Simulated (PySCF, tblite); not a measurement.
# C9H7F3O: geometry, infrared bands, NMR shifts, spin-spin couplings and electronic excitations

Wanted: the infrared bands, NMR shifts, spin-spin couplings and electronic excitations of C9H7F3O (`FC(F)(F)[C@@H]1Cc2ccccc2O1`), by calculation.

Programs: tblite 0.8.0 and PySCF 2.14.0, with density-fitted response routines of our own. Each step states its level of theory. These are calculated values for one molecule in the gas phase, unless marked as measured. Atoms count from 0, in the outputs and in this text.

## Step 1: The molecule as given

20 atoms, charge 0, multiplicity 1; geometry from: force field or distance geometry start.

Bonds of the start (Å): F0–C1 1.42, C1–F2 1.38, C1–F3 1.37, C1–C4 1.51, C4–C5 1.51, C5–C6 1.48, C6–C7 1.38, C7–C8 1.38, C8–C9 1.40, C9–C10 1.38, C10–C11 1.39, C11–O12 1.39, O12–C4 1.42, C11–C6 1.37, C4–H13 1.11, C5–H14 1.13, C5–H15 1.10, C7–H16 1.08, C8–H17 1.10, C9–H18 1.09, C10–H19 1.10.

## Step 2: Geometry optimisation with GFN2-xTB

What the job is given:

```
{"job": {"kind": "relax", "xc": "GFN2-xTB", "basis": "xTB"}, "charge": 0, "multiplicity": 1}
F      3.412100    -0.913000    -0.453700
C      2.511600     0.082600    -0.913000
F      1.622700    -0.631900    -1.696000
F      3.153000     1.089900    -1.581800
C      1.790600     0.543000     0.333300
C      1.071600    -0.658300     0.904000
C     -0.318200    -0.370100     0.479200
C     -1.410900    -1.208900     0.523600
C     -2.635800    -0.764400     0.078600
C     -2.767400     0.546100    -0.401100
C     -1.667400     1.383200    -0.442500
C     -0.444100     0.914300     0.008100
O      0.799200     1.533100     0.092800
H      2.521000     0.981300     1.039400
H      1.163700    -0.564700     2.026100
H      1.461600    -1.622600     0.550000
H     -1.294300    -2.214600     0.899700
H     -3.510500    -1.435200     0.107500
H     -3.736400     0.902700    -0.748300
H     -1.727400     2.418100    -0.808700
```

Command:

```
> OMP_NUM_THREADS=2 python probes_run.py task.json out
```

The driver reads the jobs from task.json and runs them one after another.

**Question.** This job is followed by: GFN2-xTB harmonic vibrations, gas phase; PBE0-D3(BJ)/def2-SVP geometry optimisation, gas phase; GIAO PBE0/pcSseg-1 NMR shielding, non-relativistic, gas phase; B3LYP/pcJ-1 indirect spin-spin coupling, non-relativistic, gas phase; TDDFT PBE0/def2-SVPD, vertical, gas phase, core orbitals frozen in the response; GIAO WP04/pcSseg-1 NMR shielding, non-relativistic, gas phase. Predict these results of the whole session: strongest single infrared mode (GFN2-xTB); zero-point energy (GFN2-xTB); point group; rotational constants (main isotopes); ¹³C shifts against TMS (PBE0/pcSseg-1); ¹H shifts against TMS (PBE0/pcSseg-1); ¹⁹F shifts against CFCl3 (PBE0/pcSseg-1, means over atoms taken as alike); ¹⁷O shifts against H2O (PBE0/pcSseg-1); largest coupling of the table (B3LYP/pcJ-1); lowest singlet (PBE0/def2-SVPD); brightest single state of those computed; lowest triplet; range of the shift of C1.

The runs gave:

| quantity | value |
| --- | --- |
| strongest single infrared mode (GFN2-xTB) | 1057 cm⁻¹, 220 km/mol |
| zero-point energy (GFN2-xTB) | 87.8 kcal/mol |
| point group | C1 |
| rotational constants (main isotopes) | 1.94, 0.53, 0.48 GHz |
| ¹³C shifts against TMS (PBE0/pcSseg-1) | 165.4, 134.6, 130.1, 129.2, 128.1, 126.2, 114.8, 80.5, 33.1 ppm |
| ¹H shifts against TMS (PBE0/pcSseg-1) | 7.34, 7.30, 7.03, 7.01, 4.62, 3.41, 3.23 ppm |
| ¹⁹F shifts against CFCl3 (PBE0/pcSseg-1, means over atoms taken as alike) | -95.5 ppm |
| ¹⁷O shifts against H2O (PBE0/pcSseg-1) | 130.9 ppm |
| largest coupling of the table (B3LYP/pcJ-1) | ¹J(F,C) F0–C1, -346.6 Hz (mean over like pairs) |
| lowest singlet (PBE0/def2-SVPD) | 4.98 eV (249 nm), f = 0.052 |
| brightest single state of those computed | state 6, 6.80 eV, f = 0.412 |
| lowest triplet | 3.95 eV |
| range of the shift of C1 | 129.2 to 134.0 ppm |

In words: The optimisation took 78 steps and gained 0.568 eV; among the close pairs (by a distance rule), F0–C1 changed most, from 1.419 to 1.345 Å (GFN2-xTB). No mode is imaginary among the 54: a minimum at this level. The strongest single mode, at 1057 cm⁻¹, has its largest shares on C1, C4 and H13 (the list is cut at 3 atoms). Unscaled tight-binding wavenumbers are off by several per cent, some by more. Its intensities can rank the bands wrongly. The start of the PBE0/def2-SVP relaxation was shaken at random by about 0.01 Å, so part of the energy gained, and of the first lengths quoted, undoes that. Relaxing lowered the energy by 0.149 eV in 16 steps; the close pair that moved most is F0–C1, from 1.379 to 1.338 Å (PBE0/def2-SVP). Couplings across rotatable bonds belong to this one conformer; where others are populated, the observed values are averages. Density functionals describe couplings to fluorine poorly, F–F couplings above all, so those rows are rough. The lowest singlet, at 4.98 eV, is HOMO→LUMO 0.84, HOMO−1→LUMO+1 0.15 and is bright; of the 10 states computed, the strongest absorption comes from state 6 at 6.80 eV. The lowest triplet lies 1.03 eV below the lowest singlet (triplets in Tamm-Dancoff, singlets in full TDDFT). At PBE0/def2-SVPD, states above −ε(HOMO) (6.63 eV) lie where TDDFT describes them poorly and they hang on the basis; the brightest is among them. In ppm, C1 moves most: its shift spreads over 4.9 ppm, from 129.2 (PBE0/pcSseg-1) to 134.0 (WP04/pcSseg-1). The conformer search found further structures of the same energy, which may be mirror or relabelled copies of this one.
